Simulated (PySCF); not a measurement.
**CH6AlOSi (SMILES [CH3][Al][O][SiH3]): UB3LYP/cc-pVDZ**

What is the vertical ionisation energy of CH6AlOSi at UB3LYP/cc-pVDZ? 

The results are computed with PySCF 2.14.0.

### Step 1. The structure to begin with

CH6AlOSi: 10 atoms, total charge 0, spin state doublet. SMILES: `[CH3][Al][O][SiH3]`. Geometry: relaxed at PBE0-D4/def2-TZVP. This is one conformer, not always the lowest.

Bond lengths: C1–Al2 1.967 Å, Al2–O3 1.696 Å, O3–Si4 1.625 Å, C1–H5 1.095 Å, C1–H6 1.095 Å, C1–H7 1.091 Å, Si4–H8 1.489 Å, Si4–H9 1.487 Å, Si4–H10 1.488 Å. Some angles: C1–Al2–O3 116.4°, Al2–O3–Si4 163.5°, Al2–C1–H5 108.9°, Al2–C1–H6 109.0°, Al2–C1–H7 113.2°, O3–Si4–H8 111.1°, O3–Si4–H9 110.0°, O3–Si4–H10 110.0°, H5–C1–H6 107.8°, H5–C1–H7 108.9°.

### Step 2. The energy at UB3LYP/cc-pVDZ

run.py reads:

```python
from pyscf import gto, dft

mol = gto.M(
    atom=[
    ('C', (0.243800, 1.981800, -1.341400)),
    ('Al', (1.086500, 0.300600, -0.766100)),
    ('O', (0.194200, -0.660700, 0.309100)),
    ('Si', (-0.287900, -1.859400, 1.294000)),
    ('H', (-0.701000, 1.751800, -1.844500)),
    ('H', (0.014800, 2.586100, -0.457700)),
    ('H', (0.869800, 2.566000, -2.016900)),
    ('H', (0.686800, -2.984600, 1.283800)),
    ('H', (-1.611000, -2.377800, 0.854700)),
    ('H', (-0.413000, -1.355000, 2.687900)),
],
    charge=0,
    basis='cc-pvdz',
    verbose=3,
    max_memory=1860,
    spin=1,
)

calc0 = dft.UKS(mol)
calc0.xc = 'b3lyp'
calc0.conv_tol = 1e-10
calc0.grids.level = 1
calc0.kernel()
if not calc0.converged:
    calc0 = calc0.newton().run(calc0.mo_coeff, calc0.mo_occ)

e_final = calc0.e_tot
print('E = %.10f Eh' % e_final)
```

Run with:

```sh
OMP_NUM_THREADS=1 python run.py
```

What it wrote:

```text
converged SCF energy = -648.945819112346  <S^2> = 0.75236677  2S+1 = 2.0023654
E = -648.9458191123 Eh
```

Run time: 9 s. Hardware: 1 thread of Arm Neoverse V1, shared host; peak memory 0.33 GiB.

### Step 3. The singlet cation at the same level

calc.py reads:

```python
from pyscf import gto, dft

mol = gto.Mole()
mol.atom = [
    ('C', (0.243800, 1.981800, -1.341400)),
    ('Al', (1.086500, 0.300600, -0.766100)),
    ('O', (0.194200, -0.660700, 0.309100)),
    ('Si', (-0.287900, -1.859400, 1.294000)),
    ('H', (-0.701000, 1.751800, -1.844500)),
    ('H', (0.014800, 2.586100, -0.457700)),
    ('H', (0.869800, 2.566000, -2.016900)),
    ('H', (0.686800, -2.984600, 1.283800)),
    ('H', (-1.611000, -2.377800, 0.854700)),
    ('H', (-0.413000, -1.355000, 2.687900)),
]
mol.basis = 'cc-pvdz'
mol.charge = 1
mol.verbose = 4
mol.max_memory = 1860
mol.build()

mf = dft.RKS(mol)
mf.xc = 'b3lyp'
mf.conv_tol = 1e-10
mf.grids.level = 1
mf.kernel()
if not mf.converged:
    mf = mf.newton().run(mf.mo_coeff, mf.mo_occ)

energy = mf.e_tot
print(f'total energy: {energy:.8f} hartree')
```

Run with:

```sh
OMP_NUM_THREADS=1 python calc.py
```

What it wrote:

```text
PySCF version 2.14.0

[INPUT] num. atoms = 10
[INPUT] num. electrons = 46
[INPUT] charge = 1
[INPUT] spin (= nelec alpha-beta = 2S) = 0
[INPUT] symmetry False subgroup None
[INPUT] Mole.unit = angstrom
[INPUT] Symbol           X                Y                Z      unit          X                Y                Z       unit  Magmom
[INPUT]  1 C      0.243800000000   1.981800000000  -1.341400000000 AA    0.460715229169   3.745059233663  -2.534878623492 Bohr   0.0
[INPUT]  2 Al     1.086500000000   0.300600000000  -0.766100000000 AA    2.053187434340   0.568051673044  -1.447719184029 Bohr   0.0
[INPUT]  3 O      0.194200000000  -0.660700000000   0.309100000000 AA    0.366984813391  -1.248542050500   0.584114345103 Bohr   0.0
[INPUT]  4 Si    -0.287900000000  -1.859400000000   1.294000000000 AA   -0.544052151262  -3.513756756016   2.445305605187 Bohr   0.0
[INPUT]  5 H     -0.701000000000   1.751800000000  -1.844500000000 AA   -1.324698013320   3.310422225013  -3.485599836760 Bohr   0.0
[INPUT]  6 H      0.014800000000   2.586100000000  -0.457700000000 AA    0.027967946644   4.887020730738  -0.864927647213 Bohr   0.0
[INPUT]  7 H      0.869800000000   2.566000000000  -2.016900000000 AA    1.643683783147   4.849037235634  -3.811388620635 Bohr   0.0
[INPUT]  8 H      0.686800000000  -2.984600000000   1.283800000000 AA    1.297863902351  -5.640076591377   2.426030398717 Bohr   0.0
[INPUT]  9 H     -1.611000000000  -2.377800000000   0.854700000000 AA   -3.044348786674  -4.493390778991   1.615148918666 Bohr   0.0
[INPUT] 10 H     -0.413000000000  -1.355000000000   2.687900000000 AA   -0.780456889445  -2.560578898786   5.079394850218 Bohr   0.0

nuclear repulsion = 190.782871599812
number of shells = 38
number of NR pGTOs = 176
number of NR cGTOs = 94
basis = cc-pvdz
ecp = {}

******** <class 'pyscf.dft.rks.RKS'> ********
method = RKS
initial guess = minao
damping factor = 0
level_shift factor = 0
DIIS = <class 'pyscf.scf.diis.CDIIS'>
diis_start_cycle = 1
diis_space = 8
diis_damp = 0
SCF conv_tol = 1e-10
SCF conv_tol_grad = None
SCF max_cycles = 50
direct_scf = True
direct_scf_tol = 1e-13
XC library pyscf.dft.libxc version 7.0.0
    S. Lehtola, C. Steigemann, M. J.T. Oliveira, and M. A.L. Marques.,  SoftwareX 7, 1–5 (2018)
XC functionals = b3lyp
    P. J. Stephens, F. J. Devlin, C. F. Chabalowski, and M. J. Frisch.,  J. Phys. Chem. 98, 11623 (1994)
radial grids:
    Treutler-Ahlrichs [JCP 102, 346 (1995); DOI:10.1063/1.469408] (M4) radial grids

becke partition: Becke, JCP 88, 2547 (1988); DOI:10.1063/1.454033
pruning grids: <function nwchem_prune>
grids dens level: 1
symmetrized grids: False
atomic radii adjust function: <function treutler_atomic_radii_adjust>
small_rho_cutoff = 0
Set gradient conv threshold to 1e-05
Initial guess from minao.
tot grids = 37960
init E= -648.983068758796
  HOMO = -0.358523127256286  LUMO = -0.164404396258902  gap/eV = 5.28224
cycle= 1 E= -648.488391713353  delta_E= 0.495  |g|= 0.886  |ddm|= 2.53
  HOMO = -0.372990324133619  LUMO = -0.314703924532195  gap/eV = 1.58605
cycle= 2 E= -646.724752583053  delta_E= 1.76  |g|= 2.67  |ddm|= 2.25
  HOMO = -0.493959916938899  LUMO = -0.344945860980969  gap/eV = 4.05488
cycle= 3 E= -648.633155380851  delta_E= -1.91  |g|= 0.34  |ddm|= 1.86
  HOMO = -0.460471484318632  LUMO = -0.354543697931785  gap/eV = 2.88244
cycle= 4 E= -648.656690491209  delta_E= -0.0235  |g|= 0.235  |ddm|= 0.505
  HOMO = -0.457621526182625  LUMO = -0.353958512013888  gap/eV = 2.82081
cycle= 5 E= -648.672463849798  delta_E= -0.0158  |g|= 0.0378  |ddm|= 0.199
  HOMO = -0.462838770376978  LUMO = -0.352710079608018  gap/eV = 2.99675
cycle= 6 E= -648.672913682975  delta_E= -0.00045  |g|= 0.00967  |ddm|= 0.039
  HOMO = -0.463118856333497  LUMO = -0.352007672147548  gap/eV = 3.02349
cycle= 7 E= -648.672934539015  delta_E= -2.09e-05  |g|= 0.00162  |ddm|= 0.00719
  HOMO = -0.463294253466247  LUMO = -0.351767916485966  gap/eV = 3.03479
cycle= 8 E= -648.672935222911  delta_E= -6.84e-07  |g|= 0.000364  |ddm|= 0.00159
  HOMO = -0.463288803475523  LUMO = -0.35180371706778  gap/eV = 3.03366
cycle= 9 E= -648.672935257298  delta_E= -3.44e-08  |g|= 3.28e-05  |ddm|= 0.000332
  HOMO = -0.463288271089991  LUMO = -0.351796863156449  gap/eV = 3.03384
cycle= 10 E= -648.672935257729  delta_E= -4.3e-10  |g|= 8.59e-06  |ddm|= 5.29e-05
  HOMO = -0.463288970290968  LUMO = -0.351797904839567  gap/eV = 3.03383
cycle= 11 E= -648.672935257757  delta_E= -2.84e-11  |g|= 1.85e-06  |ddm|= 1e-05
  HOMO = -0.46328855706903  LUMO = -0.351797895401256  gap/eV = 3.03382
Extra cycle  E= -648.672935257754  delta_E= 2.5e-12  |g|= 3.64e-06  |ddm|= 4.19e-06
converged SCF energy = -648.672935257754
total energy: -648.67293526 hartree
```

Wall time 5.4 s (1 thread of Arm Neoverse V1, shared host); peak memory 0.32 GiB.

### Step 4. What came out

At UB3LYP/cc-pVDZ:

```
                                            quantity          value
                      doublet CH6AlOSi: total energy  -648.94582 Eh
                     doublet CH6AlOSi: dipole moment         1.07 D
doublet CH6AlOSi: HOMO energy (highest over α and β)       -5.13 eV
 doublet CH6AlOSi: LUMO energy (lowest over α and β)       -2.41 eV
                              doublet CH6AlOSi: ⟨S²⟩          0.752
                        singlet cation: total energy  -648.67294 Eh
                         singlet cation: HOMO energy      -12.61 eV
                         singlet cation: LUMO energy       -9.57 eV
                       singlet cation: HOMO–LUMO gap        3.03 eV
  vertical ionisation energy (to the singlet cation)       7.426 eV
```

**Reading.** Removing an electron at fixed nuclei costs 7.43 eV (716 kJ/mol). Only the singlet of the ionised species was computed; a triplet could lie lower. Mulliken charges (doublet CH6AlOSi) run from -0.57 on O3 to +0.50 on Si4; they depend strongly on the basis. Mulliken charges (singlet cation) run from -0.52 on O3 to +0.94 on Al2; they depend strongly on the basis.
